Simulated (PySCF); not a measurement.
# C9H10: excited states, first hyperpolarisability

What do calculations give for the excited states, first hyperpolarisability of C9H10 (`CC1=C/C=C\C=C/C=C\1`)?

Computed with PySCF 2.14.0 and routines of our own; the level stands in each step. Atoms count from 0.

## Step 1: The system as given

19 atoms, charge 0, multiplicity 1; geometry from: GFN2-xTB.

## Step 2: Relaxing the molecule at PBE0-D3(BJ)/def2-SVP

Job settings and geometry (Å):

```
{"job": {"xc": "PBE0", "basis": "def2-SVP", "d3": "d3bj", "grid": 2, "kind": "geom"}, "charge": 0, "multiplicity": 1}
C      2.500352     0.226160     0.578900
C      1.164441    -0.070564    -0.038566
C      0.626503    -1.286192    -0.014882
C     -0.634586    -1.686864    -0.644036
C     -1.830137    -1.171122    -0.383142
C     -2.105527    -0.095270     0.572149
C     -1.575036     1.121259     0.538228
C     -0.629760     1.604738    -0.471834
C      0.557224     1.076376    -0.737854
H      3.204001     0.559432    -0.184157
H      2.909011    -0.652313     1.071597
H      2.404609     1.027255     1.311607
H      1.169543    -2.098027     0.458063
H     -0.555074    -2.532138    -1.319442
H     -2.711304    -1.599339    -0.848504
H     -2.857832    -0.331757     1.316786
H     -1.899047     1.867915     1.254637
H     -0.945732     2.502594    -0.992240
H      1.198550     1.547109    -1.474771
```

Started as:

```sh
OMP_NUM_THREADS=1 python excited_run.py task.json out
```

One launch serves the whole session: the jobs run in the order shown.

Log:

```text
step   0  E = -348.24416513  max force = 0.013440
step   1  E = -348.24741072  max force = 0.002480
step   2  E = -348.24746934  max force = 0.000424
step   3  E = -348.24747969  max force = 0.000935
step   4  E = -348.24748864  max force = 0.000771
step   5  E = -348.24749136  max force = 0.000314
optimisation converged
```

Wall time 73 s (1 thread of Arm Neoverse V2, shared host); peak memory 0.81 GiB.

The steps of the relaxation:

```
step  energy from step 0 (eV)  largest force component (eV/Å)
   0                   0.0000                          0.6911
   1                  -0.0883                          0.1275
   2                  -0.0899                          0.0218
   3                  -0.0902                          0.0481
   4                  -0.0904                          0.0396
   5                  -0.0905                          0.0161
```

Distances of close pairs at the start and the end, largest changes first:

```
  bond  before (Å)  after (Å)  change (Å)
 C1–C2       1.330      1.345      +0.016
 C3–C4       1.328      1.343      +0.015
 C5–C6       1.328      1.343      +0.015
 C7–C8       1.326      1.341      +0.014
C8–H18       1.084      1.098      +0.014
 C0–H9       1.090      1.104      +0.013
C2–H12       1.085      1.098      +0.013
C6–H16       1.084      1.097      +0.013
```

The end geometry stands in the next job.

```
                         at the end point                value
  point group (found at 0.08 Å tolerance)                   C1
rotational constants (GHz, main isotopes)  2.540, 1.552, 1.108
                        dipole moment (D)                 0.38
```

## Step 3: Excited states: TDA CAM-B3LYP/aug-cc-pVDZ

Job settings and geometry (Å):

```
{"job": {"kind": "states", "xc": "CAM-B3LYP", "basis": "aug-cc-pVDZ", "tda": true, "soc": true, "nstates": 6, "ntriplets": 5, "nquad": 4}, "charge": 0, "multiplicity": 1}
C      2.550191     0.254861     0.574318
C      1.185756    -0.000494     0.001971
C      0.636747    -1.228402     0.024054
C     -0.647247    -1.648246    -0.547287
C     -1.860475    -1.131721    -0.291264
C     -2.173294    -0.011356     0.601708
C     -1.636981     1.219258     0.568066
C     -0.635906     1.708077    -0.387338
C      0.564097     1.171007    -0.649733
H      3.238568     0.626460    -0.204132
H      2.984377    -0.653719     1.014602
H      2.508296     1.034131     1.353095
H      1.237304    -2.038380     0.459327
H     -0.607731    -2.543122    -1.181715
H     -2.728450    -1.636375    -0.733976
H     -2.985723    -0.190604     1.317274
H     -2.042967     1.970281     1.257316
H     -0.892667     2.645572    -0.897421
H      1.212581     1.703234    -1.358494
```

Level: TDA CAM-B3LYP/aug-cc-pVDZ excited states, vertical, gas phase, spin-orbit mean-field couplings.

Log:

```text
coarse grid: 15976 points
cycle   1  E = -348.6612484673  dE =  1.567e+00  |g| = 3.229e-01  |ddm| = 3.357e+01
cycle   2  E = -348.6819062635  dE = -2.066e-02  |g| = 2.281e-01  |ddm| = 4.030e+00
cycle   3  E = -348.6957979380  dE = -1.389e-02  |g| = 4.210e-02  |ddm| = 1.179e+00
cycle   4  E = -348.6962742712  dE = -4.763e-04  |g| = 1.878e-02  |ddm| = 3.906e-01
cycle   5  E = -348.6963591792  dE = -8.491e-05  |g| = 5.668e-03  |ddm| = 8.968e-02
cycle   6  E = -348.6963678056  dE = -8.626e-06  |g| = 1.245e-03  |ddm| = 2.510e-02
final grid: 154592 points
cycle   7  E = -348.7244802949  dE = -4.118e-05  |g| = 4.089e-03  |ddm| = 4.387e-01
cycle   8  E = -348.7244812743  dE = -9.794e-07  |g| = 3.980e-03  |ddm| = 5.379e-02
cycle   9  E = -348.7244854860  dE = -4.212e-06  |g| = 5.149e-04  |ddm| = 1.929e-02
cycle  10  E = -348.7244855371  dE = -5.112e-08  |g| = 3.119e-04  |ddm| = 3.144e-03
cycle  11  E = -348.7244855640  dE = -2.686e-08  |g| = 4.148e-05  |ddm| = 2.074e-03
cycle  12  E = -348.7244855645  dE = -5.299e-10  |g| = 1.237e-05  |ddm| = 2.380e-04
converged SCF energy = -348.7244855645

Singlet excitations
state   eV       nm        f     d(h-e)  d(exc)  Lambda  PR(NTO)  |dmu|/D   mu/D   main configurations
  1   3.8640   320.9   0.00122   0.185   3.085   0.761   1.019    0.519    0.759   H->L 0.98
  2   5.3964   229.8   0.00230   0.669   4.659   0.297   1.140    3.101    3.360   H->L+1 0.81
  3   5.4640   226.9   0.00172   0.629   3.847   0.501   1.919    2.583    2.487   H-1->L 0.35, H->L+2 0.25, H->L+10 0.15
  4   5.5670   222.7   0.00409   0.495   3.828   0.485   1.775    2.267    2.380   H-2->L 0.28, H->L+3 0.27, H->L+9 0.23
  5   5.9006   210.1   0.05305   0.187   4.717   0.405   1.829                     H->L+2 0.55, H-1->L 0.25
  6   5.9234   209.3   0.01985   0.310   4.644   0.400   1.816                     H->L+3 0.54, H-2->L 0.21

Triplet excitations (Tamm-Dancoff)
state   eV     d(h-e)  d(exc)  Lambda  PR(NTO)   main configurations
  1   2.7833   0.059   2.714   0.731   1.240   H->L 0.87
  2   3.8285   0.065   2.490   0.631   2.078   H-1->L 0.55, H->L+10 0.15
  3   3.9170   0.040   2.430   0.638   2.150   H-2->L 0.52, H->L+9 0.20
  4   4.7784   0.030   2.181   0.578   3.548   H-3->L 0.37, H-2->L+9 0.12, H-1->L+10 0.10
  5   5.3500   0.911   4.422   0.339   1.271   H->L+1 0.64, H->L+2 0.12
S1 - T1 = 1.0807 eV

Spin-orbit couplings |<S|Hso|T>| (cm-1)
             T1       T2       T3       T4       T5
S0        1.918    0.164    0.185    0.078    0.379
S1        0.066    0.453    0.362    0.210    0.877
S2        0.923    0.397    0.292    0.124    0.074
S3        0.689    0.312    0.045    0.256    0.456
S4        0.926    0.383    0.142    0.396    0.536
S5        1.372    0.231    0.242    0.624    0.395
S6        1.910    0.395    0.227    0.210    0.499
T1 sublevels (cm-1): 0.000 0.000 0.000   radiative rates (1/s): 0.0177 0.0149 0.00502
```

Run time: 71 s. Hardware: 1 thread of Arm Neoverse V2, shared host; peak memory 1.3 GiB.

From this job:

```
  quantity    value
S1 less T1  1.08 eV
```

## Step 4: Excited states: TDDFT CAM-B3LYP/aug-cc-pVDZ

The job, as its differences from that of step 3:

```diff
@@ -1,2 +1,2 @@
-{"job": {"kind": "states", "xc": "CAM-B3LYP", "basis": "aug-cc-pVDZ", "tda": true, "soc": true, "nstates": 6, "ntriplets": 5, "nquad": 4}, "charge": 0, "multiplicity": 1}
+{"job": {"kind": "states", "xc": "CAM-B3LYP", "basis": "aug-cc-pVDZ", "tpa": true, "nstates": 8, "nquad": 6, "ntriplets": 0}, "charge": 0, "multiplicity": 1}
 C      2.550191     0.254861     0.574318
```

With the program's defaults for keys left out, this is: TDDFT CAM-B3LYP/aug-cc-pVDZ excited states, vertical, gas phase, two-photon moments by quadratic response.

Log:

```text
coarse grid: 15976 points
cycle   1  E = -348.6612484673  dE =  1.567e+00  |g| = 3.229e-01  |ddm| = 3.357e+01
cycle   2  E = -348.6819062635  dE = -2.066e-02  |g| = 2.281e-01  |ddm| = 4.030e+00
cycle   3  E = -348.6957979380  dE = -1.389e-02  |g| = 4.210e-02  |ddm| = 1.179e+00
cycle   4  E = -348.6962742712  dE = -4.763e-04  |g| = 1.878e-02  |ddm| = 3.906e-01
cycle   5  E = -348.6963591792  dE = -8.491e-05  |g| = 5.668e-03  |ddm| = 8.968e-02
cycle   6  E = -348.6963678056  dE = -8.626e-06  |g| = 1.245e-03  |ddm| = 2.510e-02
final grid: 154592 points
cycle   7  E = -348.7244802949  dE = -4.118e-05  |g| = 4.089e-03  |ddm| = 4.387e-01
cycle   8  E = -348.7244812743  dE = -9.794e-07  |g| = 3.980e-03  |ddm| = 5.379e-02
cycle   9  E = -348.7244854860  dE = -4.212e-06  |g| = 5.149e-04  |ddm| = 1.929e-02
cycle  10  E = -348.7244855371  dE = -5.112e-08  |g| = 3.119e-04  |ddm| = 3.144e-03
cycle  11  E = -348.7244855640  dE = -2.686e-08  |g| = 4.148e-05  |ddm| = 2.074e-03
cycle  12  E = -348.7244855645  dE = -5.299e-10  |g| = 1.237e-05  |ddm| = 2.380e-04
converged SCF energy = -348.7244855645

Singlet excitations
state   eV       nm        f     d(h-e)  d(exc)  Lambda  PR(NTO)  |dmu|/D   mu/D   delta(TPA)   sigma/GM   main configurations
  1   3.7676   329.1   0.00110   0.179   3.060   0.759   1.032    0.472    0.715        1.05      0.005   H->L 0.98
  2   5.3926   229.9   0.00214   0.704   4.642   0.302   1.155    3.246    3.507      208.45      2.221   H->L+1 0.80
  3   5.4503   227.5   0.00164   0.624   3.809   0.516   1.966    2.607    2.501       47.89      0.521   H-1->L 0.38, H->L+2 0.22, H->L+10 0.15
  4   5.5561   223.1   0.00324   0.499   3.801   0.494   1.805    2.337    2.447       16.19      0.183   H-2->L 0.29, H->L+3 0.26, H->L+9 0.23
  5   5.8338   212.5   0.12254   0.486   4.360   0.465   2.192    1.890    2.060      110.41      1.377   H->L+2 0.47, H-1->L 0.40
  6   5.8972   210.2   0.04002   0.412   4.582   0.409   1.978    1.510    1.336       27.44      0.350   H->L+3 0.51, H-2->L 0.29
  7   6.0136   206.2   0.08538   0.664   4.961   0.304   1.271                                            H->L+4 0.77
  8   6.3213   196.1   0.23760   0.746   4.440   0.401   1.427                                            H->L+6 0.44, H->L+10 0.18
```

Wall time 91 s (1 thread of Arm Neoverse V2, shared host); peak memory 1.3 GiB.

## Step 5: First hyperpolarisability: quadratic response CAM-B3LYP/aug-cc-pVDZ

The job, as its differences from that of step 4:

```diff
@@ -1,2 +1,2 @@
-{"job": {"kind": "states", "xc": "CAM-B3LYP", "basis": "aug-cc-pVDZ", "tpa": true, "nstates": 8, "nquad": 6, "ntriplets": 0}, "charge": 0, "multiplicity": 1}
+{"job": {"kind": "beta", "xc": "CAM-B3LYP", "basis": "aug-cc-pVDZ"}, "charge": 0, "multiplicity": 1}
 C      2.550191     0.254861     0.574318
```

Method: quadratic response CAM-B3LYP/aug-cc-pVDZ first hyperpolarisability, Taylor convention, gas phase.

Log:

```text
coarse grid: 15976 points
cycle   1  E = -348.6612484673  dE =  1.567e+00  |g| = 3.229e-01  |ddm| = 3.357e+01
cycle   2  E = -348.6819062635  dE = -2.066e-02  |g| = 2.281e-01  |ddm| = 4.030e+00
cycle   3  E = -348.6957979380  dE = -1.389e-02  |g| = 4.210e-02  |ddm| = 1.179e+00
cycle   4  E = -348.6962742712  dE = -4.763e-04  |g| = 1.878e-02  |ddm| = 3.906e-01
cycle   5  E = -348.6963591792  dE = -8.491e-05  |g| = 5.668e-03  |ddm| = 8.968e-02
cycle   6  E = -348.6963678056  dE = -8.626e-06  |g| = 1.245e-03  |ddm| = 2.510e-02
final grid: 154592 points
cycle   7  E = -348.7244802949  dE = -4.118e-05  |g| = 4.089e-03  |ddm| = 4.387e-01
cycle   8  E = -348.7244812743  dE = -9.794e-07  |g| = 3.980e-03  |ddm| = 5.379e-02
cycle   9  E = -348.7244854860  dE = -4.212e-06  |g| = 5.149e-04  |ddm| = 1.929e-02
cycle  10  E = -348.7244855371  dE = -5.112e-08  |g| = 3.119e-04  |ddm| = 3.144e-03
cycle  11  E = -348.7244855640  dE = -2.686e-08  |g| = 4.148e-05  |ddm| = 2.074e-03
cycle  12  E = -348.7244855645  dE = -5.299e-10  |g| = 1.237e-05  |ddm| = 2.380e-04
converged SCF energy = -348.7244855645

Lowest singlets (eV, f): 3.7676 0.0011  5.3926 0.0021  5.4503 0.0016

First hyperpolarisability (au)
process     nm      |vector|   parallel      HRS      DR
static         -      103.56      48.66      44.35   4.497
shg       1907.0      112.00      52.53      47.84   4.523
eope      1907.0      106.26       49.9          -       -
shg       1064.0      135.12      63.18      57.41   4.567
eope      1064.0      112.64      52.83          -       -
```

Wall time 67 s (1 thread of Arm Neoverse V2, shared host); peak memory 1.3 GiB.

## Step 6: Results

```
                                                   quantity                                                value
                                                point group                                                   C1
                       rotational constants (main isotopes)                                 2.54, 1.55, 1.11 GHz
             S1 less T1 (step 3, TDA CAM-B3LYP/aug-cc-pVDZ)                                              1.08 eV
β vector (step 5, quadratic response CAM-B3LYP/aug-cc-pVDZ)  static 104, SHG 1907.0 nm 112, SHG 1064.0 nm 135 au
```

**Reading.** Relaxing lowered the energy by 0.091 eV in 5 steps; the close pair that moved most is C1–C2, from 1.330 to 1.345 Å. In step 3, the number of triplets below S1 is 2, and the largest singlet-triplet spin-orbit coupling is S0–T1, 1.92 cm⁻¹. β grows from 104 au (static) to 135 au for doubling at 1064.0 nm: normal dispersion, which grows as twice the photon energy moves toward the bright states.
